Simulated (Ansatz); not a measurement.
# ZrN₄H₈: a ladder of functionals and wavefunction methods

An exercise on one series of results from a longer session: the logs are not shown, and one member is left open.

Computed with Ansatz 0.2.0, Gaussian basis. Level: functionals in def2-TZVPP, the program's frozen cores in correlated methods.

Levels to be run: LDA (SPW92), PBE-D4, revPBE-D4, BLYP-D4, r2SCAN-D4, B97M-V, PBE0-D4, B3LYP-D4, r2SCANh-D4, r2SCAN0-D4, HSE06-D4, BHLYP-D4, CAM-B3LYP-D4, LC-ωPBE, ωB97X-V, ωB97M-V, B2PLYP, PBE-QIDH; CCSD(T)/def2-SVP; CCSD(T)/def2-TZVPP; MP2/def2-QZVPP; extrapolation to the limit; RPA on PBE.

## Structure used throughout

The geometry comes from an earlier relaxation with PBE0-D4 in a triple-zeta def2 set; it is a stationary point, not always the lowest conformer. Zr takes the def2 core potential; no spin-orbit term is included.

SMILES `[NH2][Zr]([NH2])([NH2])[NH2]`, 13 atoms, charge 0, spin multiplicity 1.

Atoms are counted from 1 here; the program's logs count them from 0.

Bond lengths: N1–Zr2 2.048 Å, N1–H6 1.010 Å, N1–H7 1.012 Å, Zr2–N3 2.048 Å, Zr2–N4 2.049 Å, Zr2–N5 2.048 Å, N3–H8 1.010 Å, N3–H9 1.012 Å, N4–H10 1.012 Å, N4–H11 1.010 Å, N5–H12 1.012 Å, N5–H13 1.010 Å. Angles: Zr2–N1–H6 127.4°, Zr2–N1–H7 124.0°, H6–N1–H7 108.5°, N1–Zr2–N3 109.8°, N1–Zr2–N4 108.7°, N1–Zr2–N5 109.9°, N3–Zr2–N4 109.9°, N3–Zr2–N5 108.7°, N4–Zr2–N5 109.9°, Zr2–N3–H8 127.3°, Zr2–N3–H9 124.0°, H8–N3–H9 108.4°, Zr2–N4–H10 124.0°, Zr2–N4–H11 127.3°, H10–N4–H11 108.4°, Zr2–N5–H12 124.0°, Zr2–N5–H13 127.3°, H12–N5–H13 108.4°.

The first run:

Input file in.yaml:

```yaml
crystal:
  periodic: [false, false, false]
  atoms:
    - {symbol: N, position_ang: [-1.790460, 0.922770, -0.370149]}
    - {symbol: Zr, position_ang: [0.000488, 0.000225, 0.000171]}
    - {symbol: N, position_ang: [-0.267385, -1.520927, 1.345659]}
    - {symbol: N, position_ang: [0.728909, -0.748832, -1.761888]}
    - {symbol: N, position_ang: [1.328463, 1.347035, 0.786649]}
    - {symbol: H, position_ang: [-2.649973, 0.824588, 0.151298]}
    - {symbol: H, position_ang: [-1.972348, 1.498521, -1.181710]}
    - {symbol: H, position_ang: [-0.263763, -2.513317, 1.157164]}
    - {symbol: H, position_ang: [-0.339077, -1.385542, 2.345523]}
    - {symbol: H, position_ang: [0.156484, -1.196835, -2.465328]}
    - {symbol: H, position_ang: [1.669977, -0.667436, -2.119874]}
    - {symbol: H, position_ang: [2.160051, 1.086953, 1.300465]}
    - {symbol: H, position_ang: [1.238635, 2.352808, 0.812029]}
basis:
  gaussian: {orbitals: def2-TZVPP}
hamiltonian: {xc: lda}
output: {orbitals: {seedname: orbitals}}
```

The run is started by

```sh
ansatz run in.yaml --threads 2 --pin off --events-out ev --progress --plain --max-ram 22528MiB --backend cuda --devices 0, --max-vram 18GiB
```

Among the steps run: LDA; PBE-D4 (GGA); revPBE-D4 (GGA); BLYP-D4 (GGA); r2SCAN-D4 (meta-GGA); B97M-V (meta-GGA); PBE0-D4 (hybrid); B3LYP-D4 (hybrid); r2SCANh-D4 (hybrid); r2SCAN0-D4 (hybrid); HSE06-D4 (hybrid); BHLYP-D4 (hybrid); CAM-B3LYP-D4 (range-separated); LC-ωPBE (range-separated); ωB97X-V (range-separated); ωB97M-V (range-separated); B2PLYP (double hybrid); PBE-QIDH (double hybrid).

One of the session's tables, all rows but one given; the rest of the session is left out.

It belongs to the step «Frontier levels by functional». 

```
  functional  HOMO (eV)  gap (eV)
 LDA (SPW92)      -5.55      4.54
      PBE-D4      -5.37      4.58
   revPBE-D4      -5.30      4.61
     BLYP-D4      -5.25      4.54
   r2SCAN-D4          ?         ?
      B97M-V      -5.70      5.03
     PBE0-D4      -6.72      6.66
    B3LYP-D4      -6.50      6.15
  r2SCANh-D4      -6.15      5.94
  r2SCAN0-D4      -6.93      7.21
    HSE06-D4      -6.32      5.92
    BHLYP-D4      -8.01      8.40
CAM-B3LYP-D4      -8.16      8.70
     LC-ωPBE      -9.57     11.16
     ωB97X-V      -9.19     10.61
     ωB97M-V      -9.11     10.02
```

**Question.** Estimate the row for r2SCAN-D4.

Worked estimate for «HOMO (eV)». Against the share of exact exchange, r2SCANh-D4 (0.1, -6.15), r2SCAN0-D4 (0.25, -6.93) give a slope of -5.20 per unit share; at 0 the line stands at -5.63.

As computed: HOMO (eV): -5.64; gap (eV): 5.10. In «HOMO (eV)» the line misses by +0.01.
